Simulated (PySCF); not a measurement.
Molecule: SiSH4, in a box.

```
Si S H
1.0
    12.00000    0.00000    0.00000
     0.00000   12.00000    0.00000
     0.00000    0.00000   13.00000
Si S H
1 1 4
Direct
  0.51704 0.49626 0.46557
  0.60680 0.51716 0.60625
  0.39537 0.51202 0.48052
  0.54024 0.38002 0.43353
  0.55617 0.57498 0.38518
  0.57503 0.62348 0.62005
```

Base run:

| Property | Result |
| --- | --- |
| Program | PySCF 2.14.0 |
| Functional | TPSSh |
| Dispersion | D4 |
| Potentials or basis | 6-31g* (all-electron) |
| k mesh | 1 × 1 × 1 |
| Occupations | fixed |
| Spin | no spin polarisation |

Its results: gap between the frontier levels 6.69 eV.

Problem. After a change of settings the same cell gave: gap between the frontier levels 9.62 eV. Which change was it?
A. functional from TPSSh to BHandHLYP
B. functional from TPSSh to X3LYP; dispersion from D4 to D3
C. functional from TPSSh to r2SCANh; dispersion from D4 to none

Solution. A.

Caveats: this is a molecule in a periodic box at the Γ point, so its band gap is the HOMO-LUMO gap; the basis of atomic orbitals isn't converged, which shifts pressures, moduli and gaps.

Runs at the PBE level aren't shown here.
